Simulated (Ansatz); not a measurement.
# C2H15NSi4: the cost of one run

Method: RKS revPBE-D4/STO-3G, in Ansatz 0.2.0.

## Step 1: The starting structure

Bond lengths (14 of 21 bonds, heavy atoms first): Si1–N2 1.820 Å, N2–C3 1.470 Å, N2–C7 1.470 Å, Si1–Si11 2.220 Å, Si1–Si15 2.218 Å, Si1–Si19 2.218 Å, C3–H4 1.110 Å, C3–H5 1.110 Å, C3–H6 1.110 Å, C7–H8 1.110 Å, C7–H9 1.110 Å, C7–H10 1.110 Å, Si11–H12 1.460 Å, Si11–H13 1.460 Å. Angles (14 of 39 angles, heavy atoms first): Si1–N2–C3 120.0°, Si1–N2–C7 120.0°, C3–N2–C7 120.0°, N2–Si1–Si11 109.5°, N2–Si1–Si15 109.5°, N2–Si1–Si19 109.5°, Si11–Si1–Si15 109.5°, Si11–Si1–Si19 109.5°, Si15–Si1–Si19 109.5°, N2–C3–H4 109.5°, N2–C3–H5 109.5°, N2–C3–H6 109.5°, N2–C7–H8 109.5°, N2–C7–H9 109.5°.

Coordinates:

```xyz
22

Si    0.0000    0.0000    0.0000
N     0.0000    0.0000    1.8200
C    -1.2162   -0.3762    2.5550
H    -1.8642   -0.9999    1.9045
H    -0.9378   -0.9533    3.4614
H    -1.7663    0.5401    2.8549
C     1.2162    0.3762    2.5550
H     1.4641   -0.4163    3.2916
H     2.0585    0.4943    1.8418
H     1.0457    1.3351    3.0874
Si    2.0935    0.0000   -0.7393
H     2.5508   -1.3762   -0.9079
H     2.1573    0.6939   -2.0222
H     2.9510    0.6823    0.2255
Si   -1.0456    1.8115   -0.7393
H    -2.4302    1.4780   -1.0607
H    -1.0215    2.8436    0.2931
H    -0.3743    2.3069   -1.9374
Si   -1.0456   -1.8115   -0.7393
H    -1.7029   -2.4846    0.3772
H    -2.0454   -1.4265   -1.7311
H    -0.0777   -2.7173   -1.3511
```

## Step 2: Preparing the start

The input, input.yaml:

```yaml
crystal:
  periodic: [false, false, false]
  atoms:
    - { symbol: Si, position_ang: [0.0, 0.0, 0.0] }
    - { symbol: "N", position_ang: [0.0, 0.0, 1.82] }
    - { symbol: C, position_ang: [-1.2162, -0.3762, 2.555] }
    - { symbol: H, position_ang: [-1.8642, -0.9999, 1.9045] }
    - { symbol: H, position_ang: [-0.9378, -0.9533, 3.4614] }
    - { symbol: H, position_ang: [-1.7663, 0.5401, 2.8549] }
    - { symbol: C, position_ang: [1.2162, 0.3762, 2.555] }
    - { symbol: H, position_ang: [1.4641, -0.4163, 3.2916] }
    - { symbol: H, position_ang: [2.0585, 0.4943, 1.8418] }
    - { symbol: H, position_ang: [1.0457, 1.3351, 3.0874] }
    - { symbol: Si, position_ang: [2.0935, 0.0, -0.7393] }
    - { symbol: H, position_ang: [2.5508, -1.3762, -0.9079] }
    - { symbol: H, position_ang: [2.1573, 0.6939, -2.0222] }
    - { symbol: H, position_ang: [2.951, 0.6823, 0.2255] }
    - { symbol: Si, position_ang: [-1.0456, 1.8115, -0.7393] }
    - { symbol: H, position_ang: [-2.4302, 1.478, -1.0607] }
    - { symbol: H, position_ang: [-1.0215, 2.8436, 0.2931] }
    - { symbol: H, position_ang: [-0.3743, 2.3069, -1.9374] }
    - { symbol: Si, position_ang: [-1.0456, -1.8115, -0.7393] }
    - { symbol: H, position_ang: [-1.7029, -2.4846, 0.3772] }
    - { symbol: H, position_ang: [-2.0454, -1.4265, -1.7311] }
    - { symbol: H, position_ang: [-0.0777, -2.7173, -1.3511] }
basis:
  gaussian: { orbitals: STO-3G }
hamiltonian:
  xc: revpbe
  dispersion: d4
relax:
  f_tol: 0.02
  max_steps: 40
```

The run is started by

```sh
> ansatz run input.yaml --threads 2 --pin off --max-ram 3072MiB --backend cpu --events-out ev --progress --plain --runs-dir out
```

**Question.** How long does this run take on 2 threads of Arm Neoverse V2, shared host, and how much memory does it need?

About 2 min, with a peak of 0.15 GiB.
